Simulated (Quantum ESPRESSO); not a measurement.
A calculation with Quantum ESPRESSO 7.5 of HfGe (native input, structure typed inline):

Contents of pw.in:

```
&CONTROL
  calculation = 'scf'
  prefix = 'pwscf'
  outdir = './tmp'
  pseudo_dir = './pseudo'
  tprnfor = .true.
  tstress = .true.
  disk_io = 'low'
/
&SYSTEM
  ibrav = 0
  celldm(1) = 8
  nat = 2
  ntyp = 2
  ecutwfc = 60
  ecutrho = 440
  nbnd = 20
  occupations = 'smearing'
  smearing = 'fd'
  degauss = 0.00367493
/
&ELECTRONS
  conv_thr = 4d-10
  electron_maxstep = 120
  mixing_beta = 0.5
/
ATOMIC_SPECIES
Hf   178.4900 Hf-sp.oncvpsp.upf
Ge    72.6300 ge_pbe_v1.4.uspp.F.UPF
CELL_PARAMETERS alat
  0.7605358690962   0.0000000000000   0.0000000000000
  0.0000000000000   0.7605358690962   0.0000000000000
  0.0000000000000   0.0000000000000   0.9704753944783
ATOMIC_POSITIONS crystal
Hf     0.5000000000    0.5000000000    0.0000000000
Ge     0.0000000000    0.0000000000    0.0000000000
K_POINTS automatic
8 8 7 0 0 0
```

Contents of pp_density.in:

```
&INPUTPP
  prefix = 'pwscf'
  outdir = './tmp'
  filplot = 'density.dat'
  plot_num = 0
/
&PLOT
  nfile = 1
  filepp(1) = 'density.dat'
  iflag = 3
  output_format = 6
  fileout = 'density.cube'
/
```

The input pp_potential.in:

```
&INPUTPP
  prefix = 'pwscf'
  outdir = './tmp'
  filplot = 'potential.dat'
  plot_num = 11
/
&PLOT
  nfile = 1
  filepp(1) = 'potential.dat'
  iflag = 3
  output_format = 6
  fileout = 'potential.cube'
/
```

Potentials or basis: SSSP 1.3 efficiency PBE.

Command:

```console
$ OMP_NUM_THREADS=1 pw.x -in pw.in > pw.out
$ OMP_NUM_THREADS=1 pp.x -in pp_density.in > pp_density.out
$ OMP_NUM_THREADS=1 pp.x -in pp_potential.in > pp_potential.out
```

The cell was built by a generator and needn't be a form met in nature.

Write the same calculation in another form: ASE script, structure from a POSCAR.

As run:

File run.py:

```python
import numpy as np
from ase.calculators.espresso import Espresso, EspressoProfile
from ase.io import read

atoms = read('POSCAR')

input_data = {
    'control': {'calculation': 'scf', 'prefix': 'pwscf', 'outdir': './tmp', 'tprnfor': True, 'tstress': True, 'disk_io': 'nowf'},
    'system': {'ecutwfc': 60.0, 'ecutrho': 440.0, 'nbnd': 20, 'occupations': 'smearing', 'smearing': 'fd', 'degauss': 0.00367493},
    'electrons': {'conv_thr': 4e-10, 'electron_maxstep': 120, 'mixing_beta': 0.5},
}
pseudopotentials = {'Hf': 'Hf-sp.oncvpsp.upf', 'Ge': 'ge_pbe_v1.4.uspp.F.UPF'}
profile = EspressoProfile(command='pw.x', pseudo_dir='pseudo')
dft = Espresso(profile=profile, input_data=input_data, pseudopotentials=pseudopotentials, kpts=(8, 8, 7), koffset=(0, 0, 0))
atoms.calc = dft

print(f'energy {atoms.get_potential_energy():.8f} eV')
print('forces (eV/A)')
print(np.round(atoms.get_forces(), 6))
print('stress (eV/A^3, Voigt)')
print(np.round(atoms.get_stress(), 8))
print(f'Fermi level {dft.get_fermi_level():.4f} eV')
```

Contents of POSCAR:

```
HfGe
1.0
    3.2196660000      0.0000000000      0.0000000000
    0.0000000000      3.2196660000      0.0000000000
    0.0000000000      0.0000000000      4.1084277000
Hf Ge
1 1
Direct
    0.5000000000      0.5000000000      0.0000000000
    0.0000000000      0.0000000000      0.0000000000
```

Potentials or basis: SSSP 1.3 efficiency PBE.

Launch:

```sh
$ OMP_NUM_THREADS=1 python run.py
```

Both were run:

|  | native input, structure typed inline | ASE script, structure from a POSCAR |
| --- | --- | --- |
| Pressure | 61.9 GPa | 61.9 GPa |
| Band gap on the k mesh | none (metal or under the smearing width) | none (metal or under the smearing width) |

Keys that steer only the numerical path or the files written may differ.

Caveat: a pressure of tens of GPa on the cell as given is suspect, and the run, the potentials or the cell itself is likely at fault.
